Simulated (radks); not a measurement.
**Cr⁴⁺ in [Ar] 3d2: an all-electron calculation**

The task here is to estimate one member of a computed series from the others.

Method: scalar-relativistic Kohn-Sham, SCAN, spin-polarised, spherical densities, finite nucleus; open shells are filled with parallel spins first. Code: radks (a radial shooting solver on a logarithmic mesh, Libxc functionals) version 1.

**The atom as given**

| Item | Value |
| --- | --- |
| element | chromium (Z = 24) |
| charge | +4 |
| electrons | 20 |
| configuration | [Ar] 3d2 |
| nuclear rms radius | 3.6452 fm |

The outer shells:

Cr⁴⁺
```
[Ar] core
3d [↑ ][↑ ][  ][  ][  ]
```

Set-up of the first run:

Input:

```text
Z 24
configuration [Ar] 3d2
relativity scalar-relativistic
functional scan,scan
spin polarised
nucleus finite rms 3.6452 fm
c 137.035999084
```

One of the session's tables, all rows but one given; the rest of the session is left out.

It belongs to the step «Radial structure». Radial moments (bohr):

```
  level      <r>  outermost maximum (interpolated)  90 % within  nodes
1s down  0.06357                            0.0416        0.114      0
  1s up  0.06357                            0.0416        0.114      0
  2s up        ?                                 ?            ?      ?
2s down   0.2921                             0.243        0.453      1
  2p up   0.2598                             0.198        0.426      0
2p down   0.2593                             0.198        0.425      0
  3s up   0.8740                             0.768         1.30      2
3s down   0.8775                             0.768         1.30      2
  3p up   0.9151                             0.784         1.39      1
3p down   0.9193                             0.785         1.40      1
  3d up    1.014                             0.766         1.65      0
3d down    1.020                             0.772         1.66      0
```

Estimate the missing values for 2s up.

**Answer.** <r>: 0.2925; outermost maximum (interpolated): 0.243; 90 % within: 0.454; nodes: 1. In the column «<r>» it lies between 2s down (0.2921) and 3s up (0.8740).

Caveats from the session: Open shells are spherical and high-spin; term and fine-structure splittings are not resolved.
